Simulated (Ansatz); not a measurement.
# Li (Lithium): a relaxation

The task is a relaxation on Li (Lithium).

Computed with Ansatz 0.2.0 (DFT, PBEsol, PAW with Ansatz's default frozen-core files, scalar-relativistic; relaxation of cell and atoms, unless a step's input says otherwise).

## (1) The system as given

Symmetry: Im-3m, No. 229, cubic system. The conventional cell has a = 3.509 Å, b = 3.509 Å, c = 3.509 Å, α = 90.00°, β = 90.00°, γ = 90.00°. Li (site symmetry m-3m) is surrounded by 8 Li at 3.04 Å.

As a file:

```cif
data_structure
_symmetry_space_group_name_H-M 'P 1'
_symmetry_Int_Tables_number 1
_cell_length_a 3.0391
_cell_length_b 3.0391
_cell_length_c 3.0391
_cell_angle_alpha 109.471
_cell_angle_beta 109.471
_cell_angle_gamma 109.471
_cell_volume 21.61
loop_
_atom_site_label
_atom_site_type_symbol
_atom_site_fract_x
_atom_site_fract_y
_atom_site_fract_z
_atom_site_occupancy
Li1 Li 0.00000 0.00000 0.00000 1
```

## (2) The calculation

The input, input.yaml:

```yaml
crystal:
  lattice:
    - [-1.75465, 1.75465, 1.75465]
    - [1.75465, -1.75465, 1.75465]
    - [1.75465, 1.75465, -1.75465]
  atoms:
    - { symbol: Li, position: [0.0, 0.0, 0.0] }
kpoints:
  mp_grid: { grid: [14, 14, 14] }
scf:
  occupations: { method: fermi_dirac, width: 0.05 }
  max_iter: 75
hamiltonian:
  xc: pbesol
  pseudopotentials: { kind: paw }
relax:
  f_tol: 0.002
  max_steps: 80
  cell: {}
  max_displacement: 2.0
output:
  forces: true
  stress: true
```

Run with:

```console
$ ansatz run input.yaml --threads 1 --pin off --max-ram 3072MiB --backend cpu --events-out ev --progress --plain --runs-dir out
```

Log, shortened:

```text
[...]
Pseudopotentials: kind: paw
Pseudopotential: Li, paw, valence charge 3, recommended cutoff 420 eV (normal), Li.paw.azcp
Functional definition: PBEsol
[...]
Crystal: 1 atoms, lattice volume = 21.609 Å³
Basis set: ecut = 420 eV, 429 PW (Γ), exchange–correlation on 48×48×48 points (8 copies of the dense FFT grid, shifted against one another)
Bands: 6, of which v1, the nominal top of the filled ones, is band 2 counted from 1 (1 counted from 0)
Symmetry: 48 space group operations
Space group: Im-3m (ITA 229), of the structure as read, at distance tolerance 2.8e-5 Å
k-points: 104 of 2744
[...]
SCF iter   1: F=—  HF=-202.995796 eV  |F-HF|=—  |Δ(HF+E_count)|=         —  Δρ=1.39e-3  dr2=1.26e-4  ethr=1.77e-3  ⟨swp⟩=4.2  Hψ=4888  notcnv=0
[...]
relax step   1: F+E_penalty+E_count = -202.99522682 eV  Δ(F+E_penalty+E_count) = +0.000e0 eV  max|allowed force component| = 0.000e0 eV/Å  Δτ_max = 0.0000 Å  P = -0.786 GPa  Ω = 21.609 Å³  (6 SCF iters, dr2 threshold 1.00e-7 eV, accepted)
[...]
relax step   3: F+E_penalty+E_count = -202.99868498 eV  Δ(F+E_penalty+E_count) = -1.183e-3 eV  max|allowed force component| = 0.000e0 eV/Å  Δτ_max = 0.0000 Å  P = +0.041 GPa  Ω = 20.211 Å³  energy of the carried Pulay correction = +2.861e-5 eV  (3 SCF iters, dr2 threshold 1.00e-7 eV, accepted)
[...]
relax step   4: F+E_penalty+E_count = -202.99865065 eV  Δ(F+E_penalty+E_count) = +3.433e-5 eV  max|allowed force component| = 0.000e0 eV/Å  Δτ_max = 0.0000 Å  P = +0.042 GPa  Ω = 20.211 Å³  stress off target by 4.17e-2 GPa  SCF on the basis re-selected at this cell (its energy is not [...]
SCF converged after 4 iterations
Free energy (F): -202.998651 eV
[...]
E sigma→0 (E₀):  -202.996163 eV
Entropy (-TS):   -0.004975 eV (-4.975 meV/atom)
Fermi energy:    1.018186 eV
[...]
--- Forces (eV/Å), atoms counted from 1 ---
  atom   1  Li     0.00000000    -0.00000000     0.00000000
[...]
--- Stress (GPa, compression-positive) ---
        0.041737      -0.000000      -0.000000
       -0.000000       0.041737       0.000000
        0.000000       0.000000       0.041737
  P = ⅓ Tr σ = 0.0417 GPa (0.417 kbar)
--- Relaxed structure (3 steps of the walk, 3 accepted, 1 SCFs on fresh bases) ---
  F+E_penalty+E_count = -202.99865065 eV   max|allowed force component| = 0.000e0 eV/Å   (the final SCF, on the basis selected at the relaxed cell)
  cell:  # Å, volume = 20.2107 Å³
    - [-1.7159600011685567, 1.7159600011685567, 1.7159600011685567]
    - [1.7159600011685567, -1.7159600011685567, 1.7159600011685567]
    - [1.7159600011685567, 1.7159600011685567, -1.7159600011685567]
  atoms:
    - { symbol: Li, position: [0.0, 0.0, 0.0] }
```

It took 2.7 s on 1 thread of Intel Xeon Platinum 8488C (Sapphire Rapids), shared host; peak memory 0.32 GiB.

## (3) Can this be trusted?

The run converged and reported no error. Convergence says nothing about whether the input makes sense.

Look at the input: relax.max_displacement is 2.0. What could go wrong: steps too long. It still converged here, which does not make the setting sound.

The test: delete relax.max_displacement (the default then holds).

## (4) Second run, to compare

Besides the cure, the input differs in scf.max_iter.

input.yaml: that of step 2 with these lines changed.

```diff
@@ -11,3 +11,2 @@
   occupations: { method: fermi_dirac, width: 0.05 }
-  max_iter: 75
 hamiltonian:
@@ -19,3 +18,2 @@
   cell: {}
-  max_displacement: 2.0
 output:
```

Run with:

```console
$ ansatz run input.yaml --threads 1 --pin off --max-ram 3072MiB --backend cpu --events-out ev --progress --plain --runs-dir out
```

Excerpt of the output:

```text
[...]
Basis set: ecut = 420 eV, 429 PW (Γ), exchange–correlation on 48×48×48 points (8 copies of the dense FFT grid, shifted against one another)
[...]
k-points: 104 of 2744
[...]
SCF iter   1: F=—  HF=-202.995796 eV  |F-HF|=—  |Δ(HF+E_count)|=         —  Δρ=1.39e-3  dr2=1.26e-4  ethr=1.77e-3  ⟨swp⟩=4.2  Hψ=4888  notcnv=0
preconditioner: auto → none  [metal: Δε(μ)=0.028 eV  Ē_g=10.257 eV  σ=0.050 eV  W_gap=0.14  n_scr=0 (ndim 8)  ℏωp=8.0 eV  f_vac=0.000  D(μ)=0.65/eV (n_scr^D=0)]
SCF iter   2: F=—  HF=-202.995310 eV  |F-HF|=—  |Δ(HF+E_count)|=   4.86e-4  Δρ=5.39e-4  dr2=1.81e-5  ethr=4.20e-6  ⟨swp⟩=2.2  Hψ=1607  notcnv=0
[...]
relax step   1: F+E_penalty+E_count = -202.99522682 eV  Δ(F+E_penalty+E_count) = +0.000e0 eV  max|allowed force component| = 0.000e0 eV/Å  Δτ_max = 0.0000 Å  P = -0.786 GPa  Ω = 21.609 Å³  (6 SCF iters, dr2 threshold 1.00e-7 eV, accepted)
[...]
Basis set: ecut = 420 eV, 381 PW (Γ), exchange–correlation on 48×48×48 points (8 copies of the dense FFT grid, shifted against one another)
[...]
relax step   2: F+E_penalty+E_count = -202.99750232 eV  Δ(F+E_penalty+E_count) = -2.276e-3 eV  max|allowed force component| = 0.000e0 eV/Å  Δτ_max = 0.0000 Å  P = -0.477 GPa  Ω = 21.037 Å³  energy of the carried Pulay correction = +1.132e-5 eV  (3 SCF iters, d
[...]
relax step   3: F+E_penalty+E_count = -202.99868498 eV  Δ(F+E_penalty+E_count) = -1.183e-3 eV  max|allowed force component| = 0.000e0 eV/Å  Δτ_max = 0.0000 Å  P = +0.041 GPa  Ω = 20.211 Å³  energy of the carried Pulay correction = +2.861e-5 eV  (3 SCF iters, d
Basis set: ecut = 420 eV, 381 PW (Γ), exchange–correlation on 40×40×40 points (8 copies of the dense FFT grid, shifted against one another)
[...]
SCF iter   3: F=—  HF=-202.998651 eV  |F-HF|=—  |Δ(HF+E_count)|=   1.68e-9  Δρ=4.65e-7  dr2=1.08e-11  ethr=3.71e-11  ⟨swp⟩=2.3  Hψ=763  notcnv=0
SCF iter   4: F=-202.998651 eV  HF=-202.998651 eV  |F-HF|=2.27e-13  |Δ(HF+E_count)|=  1.55e-11  Δρ=4.46e-8  dr2=8.13e-14  ethr=1.00e-12  ⟨swp⟩=3.6  Hψ=1337  notcnv=0
[...]
relax step   4: F+E_penalty+E_count = -202.99865065 eV  Δ(F+E_penalty+E_count) = +3.433e-5 eV  max|allowed force component| = 0.000e0 eV/Å  Δτ_max = 0.0000 Å  P = +0.042 GPa  Ω = 20.211 Å³  stress off target by 4.17e-2 GPa  SCF on the basis re-selected at this
[...]
SCF converged after 4 iterations
Free energy (F): -202.998651 eV
[...]
E sigma→0 (E₀):  -202.996163 eV
[...]
Fermi energy:    1.018186 eV
[...]
  P = ⅓ Tr σ = 0.0417 GPa (0.417 kbar)
--- Relaxed structure (3 steps of the walk, 3 accepted, 1 SCFs on fresh bases) ---
[...]
```

Wall time 2.3 s (1 thread of Intel Xeon Platinum 8488C (Sapphire Rapids), shared host); peak memory 0.33 GiB.

```csv
run,ending,energy change,pressure (GPa),gap (eV),force (eV/Å),cycles,time
first try,converged,0.0 meV/atom,0.0,0.00,0.00,16,2.7 s
second try,converged,0,0.0,0.00,0.00,16,2.3 s
```

## (5) Outcome

```
                           quantity                      value
                          first try                  converged
                 setting under test       max_displacement 2.0
                         second try                  converged
energy (zero set by the potentials)               -202.9987 eV
                           pressure                   0.04 GPa
                    gap on the mesh  none (metal on this mesh)
                      largest force                 0.000 eV/Å
```

**Reading.** Both runs end at the same energy: the doubtful setting did not spoil the result here.
